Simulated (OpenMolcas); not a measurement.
**CH3F2Si (SMILES C[Si](F)F): levels of theory compared**

Wanted: a comparison of 5 runs (UB3LYP/6-31G*, UPBE/6-311+G**, UPBE0/6-311+G**, USVWN5/6-311+G**, UTPSS/6-311+G**) of CH3F2Si. 

The results are computed with OpenMolcas 26.06.

## (1) The molecule

CH3F2Si has 7 atoms, charge 0, and is taken as a doublet. As SMILES, `C[Si](F)F`. One bond was lengthened or shortened from a relaxed shape.

Bond lengths: C1–Si2 2.139 Å, Si2–F3 1.598 Å, Si2–F4 1.598 Å, C1–H5 1.091 Å, C1–H6 1.091 Å, C1–H7 1.094 Å. Angles: C1–Si2–F3 108.7°, C1–Si2–F4 108.7°, F3–Si2–F4 106.1°, Si2–C1–H5 110.5°, Si2–C1–H6 110.5°, Si2–C1–H7 108.7°, H5–C1–H6 109.0°, H5–C1–H7 109.0°, H6–C1–H7 109.0°.

## (2) A single-point energy at UB3LYP/6-31G(d) (spherical functions) (run 1)

The input, job.inp:

```
* CH3F2Si Kohn-Sham DFT
>>> EXPORT MOLCAS_PRINT=2
&gateway
baslib=$CurrDir
coord
7
angstrom
C       -0.433116       0.956941      -0.243878
Si       0.785100      -0.790400      -0.045500
F        1.077400      -1.037600       1.505800
F       -0.050900      -2.056800      -0.546000
H       -0.698116       1.121741      -1.289378
H        0.093784       1.835641       0.131422
H       -1.348716       0.814241       0.338322
basis=6-31Gs
group=NoSym
&seward
gridinput
Grid=UltraFine
End of Grid
&scf
uhf
spin=2
ksdft=B3LYP
thresholds=1e-10 1e-07 1e-07 1e-05
prorbitals=1
```

The basis set 6-31G* is read from a file made from the Basis Set Exchange's data (not shown).

Started as:

```console
$ export MOLCAS_MEM=1860
$ pymolcas job.inp > job.log
```

The program printed:

```text
--- Start Module: gateway ---
[...]
--- Stop Module: gateway /rc=_RC_ALL_IS_WELL_ ---
--- Start Module: seward ---
[...]
      Basis functions           66
--- Stop Module: seward /rc=_RC_ALL_IS_WELL_ ---
[...]
--- Start Module: scf ---
[...]
       Convergence after  16 Iterations
[...]
::    Total KS-DFT energy                            -529.1478075383
[...]
      Total spin, S                                     0.5016641405
[...]
      Total electronic charge=   41.000000
      Total            charge=   -0.000000
[...]
      Dipole Moment (debye):
      Origin of the operator (angstrom)=    0.4235   -0.8101    0.1631
                   X= -8.7007E-02               Y=  1.5588E+00               Z= -7.2623E-01           Total=  1.7219E+00
      Quadrupole Moment (debye*angstrom):
[...]
--- Stop Module: scf /rc=_RC_ALL_IS_WELL_ ---
[...]
```

It took 22 s on 1 thread of Intel Xeon Platinum 8375C at 2.90GHz (Ice Lake), shared host; peak memory 0.41 GiB.

## (3) The energy at UPBE/6-311+G(d,p) (run 2)

The input, struct.xyz:

```xyz
7

C     -0.433116     0.956941    -0.243878
Si     0.785100    -0.790400    -0.045500
F      1.077400    -1.037600     1.505800
F     -0.050900    -2.056800    -0.546000
H     -0.698116     1.121741    -1.289378
H      0.093784     1.835641     0.131422
H     -1.348716     0.814241     0.338322
```

The input, mol.inp:

```
* CH3F2Si Kohn-Sham DFT

&GATEWAY
  BasLib=$CurrDir
  Coord=struct.xyz
  Basis=6-311pGss
  Group=NoSym

&SEWARD
  GridInput
  Grid=UltraFine
  End of Grid

&SCF
  UHF
  Spin=2
  KSDFT=PBE
  Thresholds=1e-10 1e-07 1e-07 1e-05
  PrOrbitals=1 2
```

The basis set 6-311+G** is read from a file made from the Basis Set Exchange's data (not shown).

Started as:

```console
$ export MOLCAS_MEM=1860
$ pymolcas mol.inp > mol.log
```

The program printed:

```text
--- Start Module: gateway ---
[...]
--- Stop Module: gateway /rc=_RC_ALL_IS_WELL_ ---
--- Start Module: seward ---
[...]
      Basis functions          114
--- Stop Module: seward /rc=_RC_ALL_IS_WELL_ ---
[...]
--- Start Module: scf ---
[...]
       Convergence after  16 Iterations
[...]
::    Total KS-DFT energy                            -528.8455806203
[...]
      Total spin, S                                     0.5011453053
[...]
      Total electronic charge=   41.000000
      Total            charge=   -0.000000
[...]
      Dipole Moment (debye):
      Origin of the operator (angstrom)=    0.4235   -0.8101    0.1631
                   X= -1.2845E-01               Y=  1.7829E+00               Z= -8.1479E-01           Total=  1.9645E+00
      Quadrupole Moment (debye*angstrom):
[...]
--- Stop Module: scf /rc=_RC_ALL_IS_WELL_ ---
[...]
```

Run time: 46 s. Hardware: 1 thread of Intel Xeon Platinum 8375C at 2.90GHz (Ice Lake), shared host; peak memory 0.69 GiB.

Run 3 isn't shown in full; the table further down has it.

## (4) A single-point energy at USVWN5/6-311+G(d,p) (run 4)

The input, calc.input:

```
&gateway
baslib
$CurrDir
basisset
C.6-311pGss....
C1 -0.433116 0.956941 -0.243878 angstrom
End of Basis
basisset
Si.6-311pGss....
Si2 0.785100 -0.790400 -0.045500 angstrom
End of Basis
basisset
F.6-311pGss....
F3 1.077400 -1.037600 1.505800 angstrom
F4 -0.050900 -2.056800 -0.546000 angstrom
End of Basis
basisset
H.6-311pGss....
H5 -0.698116 1.121741 -1.289378 angstrom
H6 0.093784 1.835641 0.131422 angstrom
H7 -1.348716 0.814241 0.338322 angstrom
End of Basis
&seward
gridinput
Grid=UltraFine
End of Grid
&scf
uhf
spin
2
ksdft
SVWN5
thresholds
1e-10 1e-07 1e-07 1e-05
prorbitals
1 2
```

The basis set 6-311+G** is read from a file made from the Basis Set Exchange's data (not shown).

Started as:

```console
$ export MOLCAS_MEM=1860
$ pymolcas calc.input > calc.log
```

The program printed:

```text
--- Start Module: gateway ---
[...]
--- Stop Module: gateway /rc=_RC_ALL_IS_WELL_ ---
--- Start Module: seward ---
[...]
      Basis functions          114
--- Stop Module: seward /rc=_RC_ALL_IS_WELL_ ---
[...]
--- Start Module: scf ---
[...]
       Convergence after  16 Iterations
[...]
::    Total KS-DFT energy                            -526.4448341705
[...]
      Total spin, S                                     0.5006248955
[...]
      Total electronic charge=   41.000000
      Total            charge=   -0.000000
[...]
      Dipole Moment (debye):
      Origin of the operator (angstrom)=    0.4235   -0.8101    0.1631
                   X= -1.8050E-01               Y=  1.8617E+00               Z= -8.2534E-01           Total=  2.0445E+00
      Quadrupole Moment (debye*angstrom):
[...]
--- Stop Module: scf /rc=_RC_ALL_IS_WELL_ ---
[...]
```

Wall time 32 s (1 thread of Intel Xeon Platinum 8375C at 2.90GHz (Ice Lake), shared host); peak memory 0.69 GiB.

## (5) A single-point energy at UTPSS/6-311+G(d,p) (run 5)

The input, input.xyz:

```xyz
7

C     -0.433116     0.956941    -0.243878
Si     0.785100    -0.790400    -0.045500
F      1.077400    -1.037600     1.505800
F     -0.050900    -2.056800    -0.546000
H     -0.698116     1.121741    -1.289378
H      0.093784     1.835641     0.131422
H     -1.348716     0.814241     0.338322
```

The input, test.inp:

```
>>> EXPORT MOLCAS_PRINT=2

&GATEWAY
  BasLib
  $CurrDir
  Coord
  input.xyz
  Basis
  6-311pGss
  Group
  NoSym

&SEWARD
  GridInput
  Grid=UltraFine
  End of Grid

&SCF
  UHF
  Spin
  2
  KSDFT
  2
  1.0 MGGA_X_TPSS
  1.0 MGGA_C_TPSS
  Thresholds
  1e-10 1e-07 1e-07 1e-05
  PrOrbitals
  0
```

The basis set 6-311+G** is read from a file made from the Basis Set Exchange's data (not shown).

Started as:

```console
$ export MOLCAS_MEM=1860
$ pymolcas test.inp > test.log
```

The program printed:

```text
--- Start Module: gateway ---
[...]
--- Stop Module: gateway /rc=_RC_ALL_IS_WELL_ ---
--- Start Module: seward ---
[...]
      Basis functions          114
--- Stop Module: seward /rc=_RC_ALL_IS_WELL_ ---
[...]
--- Start Module: scf ---
[...]
       Convergence after  16 Iterations
[...]
::    Total KS-DFT energy                            -529.2793616129
[...]
      Total spin, S                                     0.5017603524
[...]
      Total electronic charge=   41.000000
      Total            charge=   -0.000000
[...]
      Dipole Moment (debye):
      Origin of the operator (angstrom)=    0.4235   -0.8101    0.1631
                   X= -9.8862E-02               Y=  1.7642E+00               Z= -8.2177E-01           Total=  1.9487E+00
      Quadrupole Moment (debye*angstrom):
[...]
--- Stop Module: scf /rc=_RC_ALL_IS_WELL_ ---
[...]
```

Wall time 72 s (1 thread of Intel Xeon Platinum 8375C at 2.90GHz (Ice Lake), shared host); peak memory 0.69 GiB.

## (6) The series

```
run                                level  energy (Eh)  dipole moment (D)  HOMO energy (eV)  LUMO energy (eV)  wall time
  1  UB3LYP/6-31G* (spherical functions)  -529.147808               1.72             -6.06             -2.98       22 s
  2                       UPBE/6-311+G**  -528.845581               1.96             -5.57             -3.93       46 s
  3                      UPBE0/6-311+G**  -528.873198               2.10             -6.81             -3.01       47 s
  4                     USVWN5/6-311+G**  -526.444834               2.04             -5.56             -4.34       32 s
  5                      UTPSS/6-311+G**  -529.279362               1.95             -5.74             -3.80       72 s
```

## (7) Summary of results

| quantity | value |
| --- | --- |
| run 5: total energy | -529.27936 Eh |
| run 5: dipole moment | 1.95 D |
| run 5: HOMO energy (highest over α and β) | -5.74 eV |
| run 5: LUMO energy (lowest over α and β) | -3.80 eV |
| run 5: ⟨S²⟩ | 0.754 |

What this shows: The dipole moment (its size) runs from 1.72 D (UB3LYP/6-31G*) to 2.10 D (UPBE0/6-311+G**). The two ends differ in method and basis. Totals of different functionals can't be ranked against each other. All runs together took 3.6 min, the longest 72 s.
